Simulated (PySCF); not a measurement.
# NdBr2: other functionals and bases at one geometry

Aim: see how levels, charges and forces of NdBr2 depend on the level of theory. The species was built from a template and needn't be a known compound.

Program: PySCF 2.14.0. Level of theory: several levels, as the steps say, no spin–orbit coupling. These are calculated values, not measurements.

1 further run of the same task is left out (for a known fault of the program).

**1. Starting geometry**

3 atoms, charge 0, spin multiplicity 1.

Bond lengths: Nd1–Br2 2.826 Å, Nd1–Br3 2.826 Å. Angles: Br2–Nd1–Br3 140.2°.

Geometry (Å):

```xyz
3

Nd    0.00000    0.00000   -0.47001
Br    2.65732    0.00000    0.49066
Br   -2.65732    0.00000    0.49066
```

Formal oxidation states: Nd +2. Each metal's 4 4f electrons lie in its core potential, so multiplicities, spins and levels count the valence alone. An earlier session relaxed this geometry at PBE0, Nd lcecp-0-SVP with ECP50, Br def2-SVP (singlet, point group C2v).

At PBE0 on the finer grid: E = -5175.043178 Eh, frontier levels not given, since the 4f levels lie in the core, Mulliken charge on Nd1 +0.88 e, largest force component 0.004 eV/Å. 

Levels to run: B3LYP; PBE; PBE0, TZVP. Hardware: 2 threads of Arm Neoverse V1, shared host.

**2. B3LYP**

Input file run.py (the lines that set the calculation):

```python
mol = gto.M(atom='''
Nd     0.00000     0.00000    -0.47001
Br     2.65732     0.00000     0.49066
Br    -2.65732     0.00000     0.49066''',
    basis={'Nd': 'lcecp-0-SVP', 'Br': 'def2-SVP'},
    ecp={'Nd': 'lcecp-0-SVP'},
    charge=0, spin=0)
mf = dft.RKS(mol, xc='B3LYP')
mf.grids.atom_grid = (75, 302)  # f atoms: unpruned, at least (60, 302)
mf = mf.density_fit()  # fitting sets: Nd AutoAux, Br def2-universal-JKFIT
mf.conv_tol = 1e-08; mf.max_cycle = 55
mf.kernel(dm0)  # dm0: the density of the relaxed state
```

The run is started by

```console
OMP_NUM_THREADS=2 python run.py
```

**3. PBE**

Changes to run.py (the lines that set the calculation) since step 2:

```diff
@@ -7,3 +7,3 @@
     charge=0, spin=0)
-mf = dft.RKS(mol, xc='B3LYP')
+mf = dft.RKS(mol, xc='PBE')
 mf.grids.atom_grid = (75, 302)  # f atoms: unpruned, at least (60, 302)
```

**4. PBE0, TZVP**

Basis: Nd lcecp-0-TZVP with ECP50, Br def2-TZVP. 

Input file run.py (the lines that set the calculation):

```python
mol = gto.M(atom='''
Nd     0.00000     0.00000    -0.47001
Br     2.65732     0.00000     0.49066
Br    -2.65732     0.00000     0.49066''',
    basis={'Nd': 'lcecp-0-TZVP', 'Br': 'def2-TZVP'},
    ecp={'Nd': 'lcecp-0-TZVP'},
    charge=0, spin=0)
mf = dft.RKS(mol, xc='PBE0')
mf.grids.atom_grid = (75, 302)  # f atoms: unpruned, at least (60, 302)
mf = mf.density_fit()  # fitting sets: Nd AutoAux, Br def2-universal-JKFIT
mf.conv_tol = 1e-08; mf.max_cycle = 55
mf.kernel(dm0)  # dm0: free metal ions and neutral atoms
```

Before running it: what results should come out? Wanted: for each run, charge on Nd1; dipole; largest force.

As calculated:

| level | state | charge on Nd1 (e) | dipole (D) | largest force (eV/Å) | basis functions | time |
| --- | --- | --- | --- | --- | --- | --- |
| PBE0 (relaxed here) | singlet | 0.88 | 5.53 | 0.00 | 95 | 11 s |
| B3LYP | singlet | 0.81 | 5.43 | 0.15 | 95 | 4.5 s |
| PBE | singlet | 0.75 | 5.22 | 0.07 | 95 | 4.3 s |
| PBE0, TZVP | singlet | 1.21 | 5.61 | 0.03 | 143 | 11 s |

Times are on 2 threads of Arm Neoverse V1, shared host; the first row also made further properties.

The largest leftover force, 0.15 eV/Å with B3LYP, stands at a geometry relaxed at another level. The Mulliken charge on Nd spans +0.75 to +1.21 e over the levels. With 4f in the core, its levels are missing from HOMO and gap. Total energies of different levels can't be compared. Spin–orbit coupling is left out throughout.
